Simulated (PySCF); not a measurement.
# Cs2O(H2O)2: other functionals and bases at one geometry

An exercise on one series of results from a longer session: the logs are not shown, and one member is left open.

Method: several levels, as the steps say, no spin–orbit coupling; program: PySCF 2.14.0.

3 further runs of the same task are left out: 2 for a known fault of the program, 1 that didn't finish. Runs told in other sessions of the task aren't counted.

## The starting structure

9 atoms, charge 0, spin multiplicity 1.

Bond lengths: Cs1–O3 2.517 Å, Cs2–O3 2.517 Å, O4–H5 0.979 Å, O4–H6 0.979 Å, O7–H8 0.979 Å, O7–H9 0.979 Å. Angles: Cs1–O3–Cs2 180.0°, H5–O4–H6 102.8°, H8–O7–H9 102.8°.

Coordinates:

| atom | x (Å) | y (Å) | z (Å) |
| --- | --- | --- | --- |
| Cs1 | 0.00000 | 0.00000 | 2.51655 |
| Cs2 | 0.00000 | 0.00000 | -2.51655 |
| O3 | 0.00000 | 0.00000 | 0.00000 |
| O4 | 0.00000 | 0.00000 | 5.83679 |
| H5 | 0.76502 | 0.00000 | 6.44723 |
| H6 | -0.76502 | 0.00000 | 6.44723 |
| O7 | 0.00000 | 0.00000 | -5.83679 |
| H8 | 0.76502 | 0.00000 | -6.44723 |
| H9 | -0.76502 | 0.00000 | -6.44723 |

Formal oxidation states: Cs +1. An earlier session relaxed this geometry at BP86, Cs def2-SVP with ECP46, O def2-SVP, H def2-SVP (singlet, point group D2h). Its vibrations showed it to be a saddle point, relaxed within its symmetry.

At BP86 on the finer grid: E = -268.291278 Eh, HOMO -1.56 eV, LUMO -0.90 eV, Mulliken charge on Cs1 +0.24 e, largest force component 0.009 eV/Å. The gap is small, and the closed shell wasn't tested for a lower spin-broken solution.

Levels to run: HF; CAM-B3LYP; r2SCAN; revPBE; BP86, TZVP; BP86, x2c-SVP. Hardware: 2 threads of Arm Neoverse V1, shared host.

Set-up of the first run:

run.py (the lines that set the calculation)

```python
mol = gto.M(atom='''
Cs     0.00000     0.00000     2.51655
Cs     0.00000     0.00000    -2.51655
O      0.00000     0.00000     0.00000
O      0.00000     0.00000     5.83679
H      0.76502     0.00000     6.44723
H     -0.76502     0.00000     6.44723
O      0.00000     0.00000    -5.83679
H      0.76502     0.00000    -6.44723
H     -0.76502     0.00000    -6.44723''',
    basis={'Cs': 'def2-SVP', 'O': 'def2-SVP', 'H': 'def2-SVP'},
    ecp={'Cs': 'def2-SVP'},
    charge=0, spin=0)
mf = scf.RHF(mol)
mf = mf.density_fit()  # fitting sets: Cs def2-universal-JKFIT, O def2-universal-JKFIT, H def2-universal-JKFIT
mf.conv_tol = 1e-08; mf.max_cycle = 55
mf.kernel(dm0)  # dm0: the density of the relaxed state
```

On the command line:

```sh
OMP_NUM_THREADS=2 python run.py
```

Among the steps run: HF; CAM-B3LYP; r2SCAN; revPBE; BP86, TZVP; BP86, x2c-SVP.

One of the session's tables, all rows but one given; the rest of the session is left out.

```
              level  HOMO (eV)  gap (eV)  charge on Cs1 (e)  largest force component (eV/Å)
BP86 (relaxed here)      -1.56      0.66               0.24                            0.01
                 HF      -4.43      5.09               0.46                            2.47
          CAM-B3LYP      -3.18      3.15               0.30                            0.85
             r2SCAN      -1.24      0.68               0.30                            0.64
             revPBE          ?         ?                  ?                               ?
         BP86, TZVP      -1.79      0.69               0.50                            0.49
      BP86, x2c-SVP      -1.69      0.89               0.28                            0.83
```

Estimate the missing values for revPBE.

As computed: HOMO (eV): -1.57; gap (eV): 0.53; charge on Cs1 (e): 0.26; largest force component (eV/Å): 0.11. In the column «HOMO (eV)» it lies between BP86, x2c-SVP (-1.69) and BP86 (relaxed here) (-1.56).

In one basis the HOMO–LUMO gap runs from 0.53 eV (revPBE) to 5.09 eV (HF). The largest leftover force, 2.47 eV/Å with HF, stands at a geometry relaxed at another level. Total energies of different levels can't be compared.
